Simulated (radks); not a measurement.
**S⁺ in [He] 2s2 2p5.75 3s2 3p3 4p0.25: an all-electron calculation**

Wanted: eigenvalues, radial structure and energy terms of the sulfur ion S+.

The numbers are computed with radks (a radial shooting solver on a logarithmic mesh, Libxc functionals) version 1 (non-relativistic Kohn-Sham, RPBE, spin-unpolarised, spherical densities, point nucleus), except any that are marked as measured or tabulated.

## (1) The atom as given

```
element       : sulfur (Z = 16)
charge        : +1
electrons     : 15
configuration : [He] 2s2 2p5.75 3s2 3p3 4p0.25
```

## (2) Self-consistent calculation

Input:

```text
Z 16
configuration [He] 2s2 2p5.75 3s2 3p3 4p0.25 4s0 3d0
relativity non-relativistic
functional rpbe,pbe
spin unpolarised
nucleus point
```

Q: Predict the outcome of this run.

As calculated:

```
                        quantity                value
                    total energy   -396.07692 hartree
exchange-correlation share of it               6.29 %
                            −T/E               0.9988
          highest occupied level        4p, -4.383 eV
    most extended occupied level  4p, <r> = 5.81 bohr
 radius at density 0.001 e/bohr³            3.71 bohr
    maxima of the radial density                    3
```

**Reading.** 4 principal shells are occupied and 3 maxima appear in the radial density; where shells overlap, one shows as a shoulder or not at all. −T/E = 0.9988, near the virial value of 1. This is not the tabulated ground configuration, so its levels and sizes aren't those of the ground state, and no measured value stands beside it.
